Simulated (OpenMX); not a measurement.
Runs of OpenMX 3.8.5 on BiS. It takes space group R-3m (No. 166, trigonal). The conventional cell has a = 4.328 Å, b = 4.328 Å, c = 10.774 Å, α = 90.00°, β = 90.00°, γ = 120.00°. Bi (site symmetry -3m) has 6 S at 3.08 Å as nearest neighbours. S (site symmetry -3m) has 6 Bi at 3.08 Å as nearest neighbours. The cell was built by a generator and needn't be a form met in nature.

| cell | gap on the mesh (eV) | pressure (GPa) |
| --- | --- | --- |
| R-3m, 29.13 Å³/atom | none | -4.2 |
| R-3m, 26.97 Å³/atom | none | (a) |
| R-3m, 24.82 Å³/atom | none | 5.7 |
| R-3m, 28.05 Å³/atom | none | -2.5 |
| R-3m, 25.9 Å³/atom | none | (b) |
| R-3m, 23.74 Å³/atom | none | 9.5 |

Alike in all rows: task single point; level PBE; potentials or basis OpenMX 2013 PBE set, Bi8.0-s3p2d2f1, S7.0-s2p2d1f1, grid cutoff 500 Ry; no spin polarisation; k mesh 7 × 7 × 7; smearing fermi-dirac 0.05 eV.

Problem. Estimate the missing entries.

Solution. (a) -0.5; (b) 2.3.

Caveats: the basis has few d functions beyond the semicore shells, which can make volumes several per cent too large; spin-orbit coupling is left out, which moves the levels of the heavy elements; the basis of atomic orbitals isn't converged, which shifts pressures, moduli and gaps.

A k mesh can miss the band edges, and the runs leave out spin-orbit coupling on Bi.

A gap of «none» marks a metal or a gap under the smearing width.
